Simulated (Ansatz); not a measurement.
# Bi2Pd: energy and pressure over a range of volumes

An exercise on one series of results from a longer session: the logs are not shown, and one member is left open.

Computed with Ansatz 0.2.0 (DFT PBEsol, scalar-relativistic, unless a step's input says otherwise).

### The structure to begin with

The structure is tetragonal, space group I4/mmm (No. 139). Conventional cell: a = 3.362 Å, b = 3.362 Å, c = 12.983 Å, α = 90.00°, β = 90.00°, γ = 90.00°. Around Bi (site symmetry 4mm) lie 4 Pd at 2.97 Å and 4 Bi at 3.36 Å. Pd (site symmetry 4/mmm) is surrounded by 8 Bi at 2.97 Å and 4 Pd at 3.36 Å.

Coordinates:

```cif
data_structure
_symmetry_space_group_name_H-M 'I4/mmm'
_symmetry_Int_Tables_number 139
_cell_length_a 3.3620
_cell_length_b 3.3620
_cell_length_c 12.9830
_cell_angle_alpha 90.000
_cell_angle_beta 90.000
_cell_angle_gamma 90.000
_cell_volume 146.75
loop_
_atom_site_label
_atom_site_type_symbol
_atom_site_symmetry_multiplicity
_atom_site_Wyckoff_symbol
_atom_site_fract_x
_atom_site_fract_y
_atom_site_fract_z
_atom_site_occupancy
Bi1 Bi 4 e 0.00000 0.00000 0.36300 1
Pd1 Pd 2 a 0.00000 0.00000 0.00000 1
```

The file gives the conventional cell by its symmetry; the runs use the cell typed in the input.

Atoms are numbered in the order of the input: Bi1, Bi2, Pd3.

Set-up of the first run:

Input file input.yaml:

```yaml
crystal:
  lattice:
    - [-1.6582809988, 1.6582809988, 6.4037662722]
    - [1.6582809988, -1.6582809988, 6.4037662722]
    - [1.6582809988, 1.6582809988, -6.4037662722]
  atoms:
    - { symbol: Bi, position: [0.363, 0.363, 0.0] }
    - { symbol: Bi, position: [0.637, 0.637, 0.0] }
    - { symbol: Pd, position: [0.0, 0.0, 0.0] }
kpoints:
  mp_grid: { grid: [15, 15, 15] }
  band_path:
    path:
      - [0.0, 0.0, 0.0]
      - [0.0, 0.0, 0.5]
      - [0.25, 0.25, 0.25]
      - [0.0, 0.5, 0.0]
      - [0.0, 0.0, 0.0]
      - [0.5, 0.5, -0.5]
      - [0.2667642957, 0.7332357043, -0.2667642957]
      - [-0.2667642957, 0.2667642957, 0.2667642957]
      - [0.0, 0.0, 0.0]
    npoints: 5
scf:
  occupations: { method: fermi_dirac, width: 0.08 }
hamiltonian:
  xc: pbesol
  pseudopotentials: { kind: all_electron, lapw: { basis_error: 0.001 } }
output:
  forces: true
  stress: true
  eigenvalues: true
```

Command:

```console
ansatz run input.yaml --threads 1 --pin off --max-ram 4096MiB --backend cpu --events-out ev --progress --plain --runs-dir out
```

Among the steps run: Volume × 0.96, LAPW; Volume × 0.96, PAW; Volume × 0.96, crystal datasets; Volume × 0.99, LAPW; Volume × 0.99, PAW; Volume × 0.99, crystal datasets; Volume × 1.02, LAPW; Volume × 1.02, PAW; Volume × 1.02, crystal datasets; Volume × 1.06, LAPW; Volume × 1.06, PAW; Volume × 1.06, crystal datasets.

One table of the session follows, with a row left open; its other results are not shown here.

It belongs to the step «The equation of state». 

| method | volume (Å³/atom) | largest force (eV/Å) |
| --- | --- | --- |
| LAPW | 23.480 | 0.127 |
| LAPW | 24.213 | 0.066 |
| LAPW | 24.947 | 0.232 |
| LAPW | 25.925 | 0.419 |
| PAW | 23.480 | ? |
| PAW | 24.213 | 0.065 |
| PAW | 24.947 | 0.231 |
| PAW | 25.925 | 0.419 |
| crystal datasets | 23.480 | 0.127 |
| crystal datasets | 24.213 | 0.065 |
| crystal datasets | 24.947 | 0.231 |
| crystal datasets | 25.925 | 0.419 |

**Question.** Estimate the row for PAW, 23.480.

**Answer.** largest force (eV/Å): 0.128. In the column «largest force (eV/Å)» it lies between crystal datasets, 23.480 (0.127) and PAW, 24.947 (0.231).

Caveats from the session: Warnings in the runs' records: gradients without spin orbit, crystal datasets made.
